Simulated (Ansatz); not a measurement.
# KIr (CsCl type): how the settings move a relaxation

How sensitive is a relaxation of KIr (CsCl type) to its settings? A reference run comes first, then one run with altered input.

Method: reference: DFT, LDA, all-electron LAPW, scalar-relativistic, in Ansatz 0.2.0.

## 1. The structure to begin with

Symmetry: Pm-3m, No. 221, cubic system. The conventional cell has a = 3.446 Å, b = 3.446 Å, c = 3.446 Å, α = 90.00°, β = 90.00°, γ = 90.00°. K (site symmetry m-3m) has 8 Ir at 2.98 Å as nearest neighbours. Ir (site symmetry m-3m) has 8 K at 2.98 Å as nearest neighbours.

Coordinates:

```cif
data_structure
_symmetry_space_group_name_H-M 'P 1'
_symmetry_Int_Tables_number 1
_cell_length_a 3.4457
_cell_length_b 3.4457
_cell_length_c 3.4457
_cell_angle_alpha 90.000
_cell_angle_beta 90.000
_cell_angle_gamma 90.000
_cell_volume 40.91
loop_
_atom_site_label
_atom_site_type_symbol
_atom_site_fract_x
_atom_site_fract_y
_atom_site_fract_z
_atom_site_occupancy
K1 K 0.00000 0.00000 0.00000 1
Ir1 Ir 0.50000 0.50000 0.50000 1
```

## 2. Baseline

Input file input.yaml:

```yaml
crystal:
  lattice:
    - [3.4457357822, 0.0, 0.0]
    - [0.0, 3.4457357822, 0.0]
    - [0.0, 0.0, 3.4457357822]
  atoms:
    - { symbol: K, position: [0.0, 0.0, 0.0] }
    - { symbol: Ir, position: [0.5, 0.5, 0.5] }
kpoints:
  mp_grid: { grid: [10, 10, 10] }
scf:
  occupations: { method: fermi_dirac, width: 0.05 }
hamiltonian:
  xc: lda
  pseudopotentials: { kind: all_electron, lapw: { basis_error: 0.0005 } }
output:
  forces: true
  stress: true
  eigenvalues: true
relax:
  f_tol: 0.005
  max_steps: 12
  cell: {}
```

Command:

```console
$ ansatz run input.yaml --threads 1 --pin off --max-ram 2048MiB --backend cpu --events-out ev --progress --plain --runs-dir out
```

## 3. Changing settings: preconditioner resta, hubbard.sites [{species: Ir, l: d, u_eff: 5.0}], hubbard.double_counting amf

input.yaml: that of step 2 with these lines changed.

```diff
@@ -12,2 +12,3 @@
   occupations: { method: fermi_dirac, width: 0.05 }
+  mixing: { preconditioner: resta }
 hamiltonian:
@@ -15,2 +16,3 @@
   pseudopotentials: { kind: all_electron, lapw: { basis_error: 0.0005 } }
+  hubbard: { sites: [{ species: Ir, l: d, u_eff: 5.0 }], double_counting: amf }
 output:
```

**Question.** What will these runs give? Wanted: for each run, ending; energy change; pressure; gap; force.

**Answer**, as computed:

| run | ending | energy change | pressure (GPa) | gap (eV) | force (eV/Å) | cycles | time |
| --- | --- | --- | --- | --- | --- | --- | --- |
| reference | converged | 0 | 0.0 | 0.00 | 0.00 | 12 | 29 s |
| 1: preconditioner resta, hubbard.sites [{species: Ir, l: d, u_eff: 5.0}], hubbard.double_counting amf | converged | -312.1 meV/atom (U changed: no physical gain or loss) | 0.0 | 0.00 | 0.00 | 21 | 62 s |

What this shows: Changing the mixing and Hubbard U moves the energy by -312.1 meV/atom, and the final volume goes from 40.91 to 43.59 Å³. The U term adds an energy of its own, so the shift says nothing about which run is better. Cost: 21 SCF cycles against 12, 62 s against 29 s. A changed U is a change of model: its shifts are not errors of convergence.
